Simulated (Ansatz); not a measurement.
# TaRu: the cost of one run

Computed with Ansatz 0.2.0 (DFT PBEsol, scalar-relativistic, plane waves, PAW, unless a step's input says otherwise).

## 1. The starting structure

The structure is orthorhombic, space group Cmmm (No. 65). The conventional cell has a = 3.308 Å, b = 4.683 Å, c = 4.162 Å, α = 90.00°, β = 90.00°, γ = 90.00°. Ta (site symmetry mmm) is surrounded by 4 Ru at 2.66 Å and 4 Ta at 2.87 Å. Around Ru (site symmetry mmm) lie 4 Ta at 2.66 Å and 4 Ru at 2.87 Å.

As a file:

```xyz
2
Lattice="1.6541 -2.3416 0.0000 1.6541 2.3416 0.0000 0.0000 0.0000 4.1624" Properties=species:S:1:pos:R:3 pbc="T T T"
Ta    1.6541    0.0000    2.0812
Ru    0.0000    0.0000    0.0000
```

It goes back to an entry of the Materials Project, which need not be the stable form.

No relaxation comes first: the listed cell is the starting point.

## 2. Zero of energy

The reference gives a free energy of -15623.2080 eV, pressure -8.70 GPa, largest force 0.000 eV/Å and gap on the mesh none (metal). It was computed beforehand with the settings of the runs below.

## 3. The scan: biaxial against axial strain

The cell is strained by p along both x and y and by q along z, with fractional coordinates fixed.

## 4. At p = -0.080, q = -0.080

input.yaml

```yaml
crystal:
  lattice:
    - [1.52179224, -2.15428396, 0.0]
    - [1.52179224, 2.15428396, 0.0]
    - [0.0, 0.0, 3.82942916]
  atoms:
    - { symbol: Ta, position: [0.5, 0.5, 0.5] }
    - { symbol: Ru, position: [0.0, 0.0, 0.0] }
basis:
  ecutwfc: 420
kpoints:
  mp_grid: { grid: [18, 18, 12] }
hamiltonian:
  xc: pbesol
scf:
  occupations: { method: gaussian, width: 0.15 }
output:
  forces: true
  stress: true
  eigenvalues: true
```

On the command line:

```
$ ansatz run input.yaml --threads 1 --pin off --max-ram 2560MiB --backend cpu --events-out ev --progress --plain --runs-dir out
```

Q: Estimate wall time and peak memory on 1 thread of Intel Xeon at 2.50GHz (Skylake/Cascade Lake), shared host.

About 31 s, with a peak of 0.55 GiB.
